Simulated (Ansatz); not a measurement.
# C₂H₉N₂Ta: how energies converge with the basis set

Aim: see how fast density functionals converge with the basis set for C₂H₉N₂Ta.

The runs use Ansatz 0.2.0, Gaussian basis; one geometry, several basis sets.

Levels to be run: PBE0-D4/def2-SVP; ωB97M-V/def2-SVP; PBE0-D4/def2-QZVPP; ωB97M-V/def2-QZVPP; the functionals' def2-TZVPP values are taken from earlier runs.

### Step 1. Structure used throughout

All runs share one geometry, relaxed beforehand with PBE0-D4 in a triple-zeta def2 set. Ta takes the def2 core potential; no spin-orbit term is included.

SMILES `[CH3][Ta]([CH3])(=[NH])[NH2]`, 14 atoms, charge 0, spin multiplicity 1.

Atoms are counted from 1 here; the program's logs count them from 0.

Bond lengths: C1–Ta2 2.174 Å, C1–H6 1.097 Å, C1–H7 1.093 Å, C1–H8 1.098 Å, Ta2–C3 2.174 Å, Ta2–N4 1.764 Å, Ta2–N5 1.979 Å, C3–H9 1.097 Å, C3–H10 1.093 Å, C3–H11 1.098 Å, N4–H12 1.006 Å, N5–H13 1.008 Å, N5–H14 1.012 Å. Angles: Ta2–C1–H6 109.5°, Ta2–C1–H7 113.5°, Ta2–C1–H8 110.9°, H6–C1–H7 107.2°, H6–C1–H8 107.7°, H7–C1–H8 107.9°, C1–Ta2–C3 109.1°, C1–Ta2–N4 108.1°, C1–Ta2–N5 111.7°, C3–Ta2–N4 108.0°, C3–Ta2–N5 111.7°, N4–Ta2–N5 108.0°, Ta2–C3–H9 109.5°, Ta2–C3–H10 113.5°, Ta2–C3–H11 110.9°, H9–C3–H10 107.2°, H9–C3–H11 107.7°, H10–C3–H11 107.9° and more.

### Step 2. PBE0-D4 in def2-SVP

Input file in.yaml:

```yaml
crystal:
  periodic: [false, false, false]
  atoms:
    - {symbol: C, position_ang: [-1.948970, -0.244099, -0.396692]}
    - {symbol: Ta, position_ang: [0.108505, 0.332616, 0.004891]}
    - {symbol: C, position_ang: [1.085489, -1.249833, 1.131196]}
    - {symbol: N, position_ang: [0.083780, 1.782835, 1.009727]}
    - {symbol: N, position_ang: [1.088479, 0.758700, -1.661114]}
    - {symbol: H, position_ang: [-2.441872, -0.521584, 0.543408]}
    - {symbol: H, position_ang: [-2.544161, 0.553454, -0.849762]}
    - {symbol: H, position_ang: [-1.989061, -1.115232, -1.064258]}
    - {symbol: H, position_ang: [0.484387, -1.493977, 2.016022]}
    - {symbol: H, position_ang: [2.084617, -0.980458, 1.484420]}
    - {symbol: H, position_ang: [1.176201, -2.162639, 0.527337]}
    - {symbol: H, position_ang: [0.057234, 2.596271, 1.600417]}
    - {symbol: H, position_ang: [1.509554, 1.637107, -1.920796]}
    - {symbol: H, position_ang: [1.232817, 0.077539, -2.395994]}
basis:
  gaussian: {orbitals: def2-SVP}
hamiltonian: {xc: pbe0, dispersion: d4}
output: {orbitals: {seedname: orbitals}}
```

Run with:

```bash
$ ansatz run in.yaml --threads 4 --pin off --events-out ev --progress --plain --max-ram 11315MiB
```

After this run come: ωB97M-V in def2-SVP; PBE0-D4 in def2-QZVPP; ωB97M-V in def2-QZVPP.

Before running them: what should the planned runs give, taken together? Wanted: PBE0-D4: double and triple zeta above quadruple; ωB97M-V: double and triple zeta above quadruple.

As calculated:

| quantity | value |
| --- | --- |
| PBE0-D4: double and triple zeta above quadruple | 6.88, 0.35 eV |
| ωB97M-V: double and triple zeta above quadruple | 7.22, 0.33 eV |

In words: PBE0-D4 gains 6.54 eV from double to triple zeta, then 0.35 eV more. These are total energies; as a rule much of such shifts cancels in differences, which this series doesn't test. The LUMO of ωB97M-V is positive and keeps falling with the basis (1.28 to 0.72 eV): an unbound level that the basis holds in place.
